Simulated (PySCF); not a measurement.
**Gd(BH4)2: other functionals and bases at one geometry**

An exercise on one series of results from a longer session: the logs are not shown, and one member is left open.

Method: several levels, as the steps say, no spin–orbit coupling; program: PySCF 2.14.0.

1 further run of the same task is left out (for a known fault of the program).

### The starting structure

11 atoms, charge 0, spin multiplicity 1.

Bond lengths: Gd1–B2 2.601 Å, Gd1–H4 2.426 Å, Gd1–H5 2.428 Å, Gd1–H6 2.430 Å, Gd1–B7 2.601 Å, Gd1–H9 2.426 Å, Gd1–H10 2.428 Å, Gd1–H11 2.430 Å, B2–H3 1.210 Å, B2–H4 1.256 Å, B2–H5 1.255 Å, B2–H6 1.255 Å, B7–H8 1.210 Å, B7–H9 1.256 Å, B7–H10 1.255 Å, B7–H11 1.255 Å. Angles: B2–Gd1–H4 28.7°, B2–Gd1–H5 28.6°, B2–Gd1–H6 28.6°, B2–Gd1–B7 177.7°, B2–Gd1–H9 153.0°, B2–Gd1–H10 149.2°, B2–Gd1–H11 151.8°, H4–Gd1–H5 49.1°, H4–Gd1–H6 49.1°, H4–Gd1–B7 153.0°, H4–Gd1–H9 141.0°, H4–Gd1–H10 166.5°, H4–Gd1–H11 126.6°, H5–Gd1–H6 49.0°, H5–Gd1–B7 149.2°, H5–Gd1–H9 166.5°, H5–Gd1–H10 123.2°, H5–Gd1–H11 137.8° and more.

Coordinates:

```xyz
11

Gd    0.0000    0.0000    0.8497
B     2.6006   -0.0017    0.7975
H     3.8100   -0.0046    0.7717
H     2.1451   -0.7937    1.6586
H     2.1076   -0.3432   -0.3049
H     2.1385    1.1337    1.0672
B    -2.6006    0.0017    0.7975
H    -3.8100    0.0046    0.7717
H    -2.1451    0.7937    1.6586
H    -2.1076    0.3432   -0.3049
H    -2.1386   -1.1337    1.0672
```

Formal oxidation states: Gd +2. Each metal's 8 4f electrons lie in its core potential, so multiplicities, spins and levels count the valence alone. For divalent La, Ce, Gd or Lu the extra electron is normally 5d or 6s, so this core forces an excited configuration. An earlier session relaxed this geometry at PBE0, Gd lcecp-0-SVP with ECP54, B def2-SVP, H def2-SVP (singlet, point group C2).

At PBE0 on the finer grid: E = -84.300766 Eh, frontier levels not given, since the 4f levels lie in the core, Mulliken charge on Gd1 +0.76 e, largest force component 0.013 eV/Å. 

Levels to run: BLYP; HF; PBE0, TZVP. Hardware: 2 threads of Arm Neoverse V1, shared host.

The first run:

run.py (the lines that set the calculation) reads:

```python
mol = gto.M(atom='''
Gd     0.00001    -0.00001     0.84972
B      2.60058    -0.00172     0.79747
H      3.81004    -0.00459     0.77174
H      2.14510    -0.79374     1.65859
H      2.10759    -0.34321    -0.30495
H      2.13854     1.13367     1.06719
B     -2.60058     0.00172     0.79750
H     -3.81003     0.00461     0.77168
H     -2.14512     0.79372     1.65865
H     -2.10756     0.34323    -0.30491
H     -2.13857    -1.13368     1.06721''',
    basis={'Gd': 'lcecp-0-SVP', 'B': 'def2-SVP', 'H': 'def2-SVP'},
    ecp={'Gd': 'lcecp-0-SVP'},
    charge=0, spin=0)
mf = dft.RKS(mol, xc='BLYP')
mf.grids.atom_grid = (75, 302)  # f atoms: unpruned, at least (60, 302)
mf = mf.density_fit()  # fitting sets: Gd AutoAux, B def2-universal-JKFIT, H def2-universal-JKFIT
mf.conv_tol = 1e-08; mf.max_cycle = 55
mf.kernel(dm0)  # dm0: the density of the relaxed state
```

The run is started by

```
$ OMP_NUM_THREADS=2 python run.py
```

Steps of the session up to this table: BLYP; HF; PBE0, TZVP.

One table of the session follows, with a row left open; its other results are not shown here.

```
              level  charge on Gd1 (e)  largest force component (eV/Å)
PBE0 (relaxed here)               0.76                            0.01
               BLYP               0.51                            0.22
                 HF                  ?                               ?
         PBE0, TZVP               1.05                            0.28
```

**Question.** Estimate the row for HF.

**Answer.** charge on Gd1 (e): 1.12; largest force component (eV/Å): 0.55. In the column «charge on Gd1 (e)» it is the highest.

The largest leftover force, 0.55 eV/Å with HF, stands at a geometry relaxed at another level. With 4f in the core, its levels are missing from HOMO and gap, and its count is fixed, so no charge can pass from the ligands into it. Total energies of different levels can't be compared.
